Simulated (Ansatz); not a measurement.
**AlBFH₃OS: small, medium and large basis sets**

The task here is to estimate one member of a computed series from the others.

Program: Ansatz 0.2.0, Gaussian basis. Level of theory: one geometry, several basis sets. These are calculated values, not measurements.

The runs, in order: PBE0-D4/def2-SVP; ωB97M-V/def2-SVP; PBE0-D4/def2-QZVPP; ωB97M-V/def2-QZVPP; the functionals' def2-TZVPP values are taken from earlier runs.

### The geometry

All runs share one geometry, relaxed beforehand with PBE0-D4 in a triple-zeta def2 set.

SMILES `[OH][AlH][S]BF`, 8 atoms, charge 0, spin multiplicity 1.

Atoms are counted from 1 here; the program's logs count them from 0.

Bond lengths: O1–Al2 1.689 Å, O1–H6 0.955 Å, Al2–S3 2.280 Å, Al2–H7 1.567 Å, S3–B4 1.748 Å, B4–F5 1.411 Å, B4–H8 1.186 Å. Angles: Al2–O1–H6 125.0°, O1–Al2–S3 117.9°, O1–Al2–H7 119.4°, S3–Al2–H7 119.4°, Al2–S3–B4 77.3°, S3–B4–F5 113.6°, S3–B4–H8 131.4°, F5–B4–H8 115.0°.

Set-up of the first run:

in.yaml

```yaml
crystal:
  periodic: [false, false, false]
  atoms:
    - {symbol: O, position_ang: [-0.584068, 1.982852, 0.426894]}
    - {symbol: Al, position_ang: [0.533238, 0.838638, -0.117373]}
    - {symbol: S, position_ang: [0.881894, -1.008201, 1.172492]}
    - {symbol: B, position_ang: [-0.121410, -1.624574, -0.119442]}
    - {symbol: F, position_ang: [-0.509728, -0.638921, -1.050964]}
    - {symbol: H, position_ang: [-1.200855, 1.848459, 1.143173]}
    - {symbol: H, position_ang: [1.619122, 1.261143, -1.164659]}
    - {symbol: H, position_ang: [-0.525993, -2.716494, -0.345822]}
basis:
  gaussian: {orbitals: def2-SVP}
hamiltonian: {xc: pbe0, dispersion: d4}
output: {orbitals: {seedname: orbitals}}
```

On the command line:

```console
$ ansatz run in.yaml --threads 2 --pin off --events-out ev --progress --plain --max-ram 4352MiB
```

Steps of the session up to this table: PBE0-D4 in def2-SVP; ωB97M-V in def2-SVP; PBE0-D4 in def2-QZVPP; ωB97M-V in def2-QZVPP.

One of the session's tables, all rows but one given; the rest of the session is left out.

It belongs to the step «Density functionals: the series». 

| functional | basis | HOMO (eV) |
| --- | --- | --- |
| PBE0-D4 | def2-SVP | -8.40 |
| PBE0-D4 | def2-TZVPP | -8.43 |
| PBE0-D4 | def2-QZVPP | -8.44 |
| ωB97M-V | def2-SVP | ? |
| ωB97M-V | def2-TZVPP | -10.56 |
| ωB97M-V | def2-QZVPP | -10.58 |

**Question.** Estimate the row for ωB97M-V, def2-SVP.

As computed: HOMO (eV): -10.49. In the column «HOMO (eV)» it lies between ωB97M-V, def2-TZVPP (-10.56) and PBE0-D4, def2-QZVPP (-8.44).
